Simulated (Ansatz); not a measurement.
# TiAl2O4: the cost of one run

Program: Ansatz 0.2.0. Level of theory: DFT PBE, scalar-relativistic, plane waves, PAW. These are calculated values, not measurements.

1 further run of the same task is left out (it didn't finish). Runs told in other sessions of the task aren't counted.

### 1 Starting point

It takes space group P-6m2 (No. 187, hexagonal). Conventional cell: a = 3.149 Å, b = 3.149 Å, c = 8.683 Å, α = 90.00°, β = 90.00°, γ = 120.00°. Ti (site symmetry -6m2) has 3 O at 1.82 Å in its first shell of neighbours. Around Al (site symmetry 3m) lie 6 O at 1.95 to 2.26 Å. O (site symmetry -6m2) has 3 Ti at 1.82 Å in its first shell of neighbours. O (site symmetry -6m2) has 6 Al at 2.26 Å in its first shell of neighbours. O (site symmetry 3m) has 3 Al at 1.95 Å in its first shell of neighbours.

As a file:

```cif
data_structure
_symmetry_space_group_name_H-M 'P 1'
_symmetry_Int_Tables_number 1
_cell_length_a 3.1488
_cell_length_b 3.1488
_cell_length_c 8.6835
_cell_angle_alpha 90.000
_cell_angle_beta 90.000
_cell_angle_gamma 120.000
_cell_volume 74.56
loop_
_atom_site_label
_atom_site_type_symbol
_atom_site_fract_x
_atom_site_fract_y
_atom_site_fract_z
_atom_site_occupancy
Ti1 Ti 0.00000 0.00000 0.50000 1
Al1 Al 0.66667 0.33333 0.15397 1
Al2 Al 0.66667 0.33333 0.84603 1
O1 O 0.66667 0.33333 0.50000 1
O2 O 0.33333 0.66667 0.00000 1
O3 O 0.00000 0.00000 0.23524 1
O4 O 0.00000 0.00000 0.76476 1
```

The cell was relaxed beforehand at this level, from a generated guess; it needn't be the stable form of this composition. At a tolerance of 0.05 Å it has space group P-6m2 (No. 187); it has 10.65 Å³/atom, an uncorrected energy of -2.33 eV/atom over the elements.

### 2 Bands, states and charges

File input.yaml:

```yaml
crystal:
  lattice:
    - [3.1488157994, 0.0, 0.0]
    - [-1.5744078997, 2.7269544741, 0.0]
    - [0.0, 0.0, 8.6834961177]
  atoms:
    - { symbol: Ti, position: [0.0, 0.0, 0.5] }
    - { symbol: Al, position: [0.6666666667, 0.3333333333, 0.153972239] }
    - { symbol: Al, position: [0.6666666667, 0.3333333333, 0.846027761] }
    - { symbol: O, position: [0.6666666667, 0.3333333333, 0.5] }
    - { symbol: O, position: [0.3333333333, 0.6666666667, 0.0] }
    - { symbol: O, position: [0.0, 0.0, 0.235236473] }
    - { symbol: O, position: [0.0, 0.0, 0.764763527] }
basis:
  ecutwfc: 420
kpoints:
  mp_grid: { grid: [12, 12, 6] }
  band_path:
    path:
      - [[0.0, 0.0, 0.0], [0.5, 0.0, 0.0], [0.33333333, 0.33333333, 0.0], [0.0, 0.0, 0.0], [0.0, 0.0, 0.5], [0.5, 0.0, 0.5], [0.33333333, 0.33333333, 0.5], [0.0, 0.0, 0.5]]
      - [[0.5, 0.0, 0.5], [0.5, 0.0, 0.0]]
      - [[0.33333333, 0.33333333, 0.5], [0.33333333, 0.33333333, 0.0]]
    npoints: 14
hamiltonian:
  xc: pbe
scf:
  occupations: { method: gaussian, width: 0.1 }
  n_extra_bands: 17
output:
  forces: true
  stress: true
  eigenvalues: true
  populations: true
  dos: { projected: true, de: 0.02, nscf_kmesh: { grid: [15, 15, 8] } }
  bader: true
```

Command:

```
ansatz run input.yaml --threads 1 --pin off --max-ram 2560MiB --backend cpu --events-out ev --progress --plain --runs-dir out
```

**Question.** How long does this run take on 1 thread of Intel Xeon at 2.50GHz (Skylake/Cascade Lake), shared host, and how much memory does it need?

About 4.1 min, with a peak of 0.54 GiB.
